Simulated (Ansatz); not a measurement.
# CH7InSi: basis-set convergence

The task here is to estimate one member of a computed series from the others.

Method: one geometry, several basis sets; program: Ansatz 0.2.0, Gaussian basis.

Levels to be run: PBE0-D4/def2-SVP; ωB97M-V/def2-SVP; PBE0-D4/def2-QZVPP; ωB97M-V/def2-QZVPP; the functionals' def2-TZVPP values are taken from earlier runs.

## The relaxed structure

An earlier PBE0-D4 in a triple-zeta def2 set relaxation fixed the geometry. In takes the def2 core potential; no spin-orbit term is included.

10 atoms, charge 0, spin multiplicity 1.

Atoms are counted from 1 here; the program's logs count them from 0.

Bond lengths: Si1–C2 1.860 Å, Si1–H4 1.490 Å, Si1–H5 1.491 Å, Si1–H6 1.491 Å, C2–In3 2.161 Å, C2–H7 1.094 Å, C2–H8 1.093 Å, In3–H9 1.726 Å, In3–H10 1.726 Å. Angles: C2–Si1–H4 113.1°, C2–Si1–H5 110.4°, C2–Si1–H6 110.4°, H4–Si1–H5 107.7°, H4–Si1–H6 107.7°, H5–Si1–H6 107.3°, Si1–C2–In3 112.9°, Si1–C2–H7 109.3°, Si1–C2–H8 109.3°, In3–C2–H7 108.3°, In3–C2–H8 108.3°, H7–C2–H8 108.6°, C2–In3–H9 119.1°, C2–In3–H10 119.1°, H9–In3–H10 121.8°.

Set-up of the first run:

in.yaml

```yaml
crystal:
  periodic: [false, false, false]
  atoms:
    - {symbol: Si, position_ang: [-1.169534, 0.396723, -0.839704]}
    - {symbol: C, position_ang: [0.045783, -0.820573, -0.131642]}
    - {symbol: In, position_ang: [1.485457, 0.100710, 1.190581]}
    - {symbol: H, position_ang: [-2.162888, -0.233358, -1.754740]}
    - {symbol: H, position_ang: [-0.455881, 1.457179, -1.606957]}
    - {symbol: H, position_ang: [-1.925317, 1.072502, 0.253287]}
    - {symbol: H, position_ang: [0.589527, -1.304082, -0.948048]}
    - {symbol: H, position_ang: [-0.495244, -1.587443, 0.429495]}
    - {symbol: H, position_ang: [1.125107, 0.215581, 2.874407]}
    - {symbol: H, position_ang: [2.963001, 0.702750, 0.533311]}
basis:
  gaussian: {orbitals: def2-SVP}
hamiltonian: {xc: pbe0, dispersion: d4}
output: {orbitals: {seedname: orbitals}}
```

The run is started by

```
$ ansatz run in.yaml --threads 2 --pin off --events-out ev --progress --plain --max-ram 4352MiB
```

Steps of the session up to this table: PBE0-D4 in def2-SVP; ωB97M-V in def2-SVP; PBE0-D4 in def2-QZVPP; ωB97M-V in def2-QZVPP.

One of the session's tables, all rows but one given; the rest of the session is left out.

It belongs to the step «Density functionals: the series». 

| functional | basis | HOMO (eV) | LUMO (eV) |
| --- | --- | --- | --- |
| PBE0-D4 | def2-SVP | -7.59 | -1.70 |
| PBE0-D4 | def2-TZVPP | -7.59 | -1.74 |
| PBE0-D4 | def2-QZVPP | -7.60 | -1.75 |
| ωB97M-V | def2-SVP | -9.68 | -0.14 |
| ωB97M-V | def2-TZVPP | -9.72 | -0.28 |
| ωB97M-V | def2-QZVPP | ? | ? |

Q: Estimate the row for ωB97M-V, def2-QZVPP from the others.

**Answer.** HOMO (eV): -9.72; LUMO (eV): -0.32.
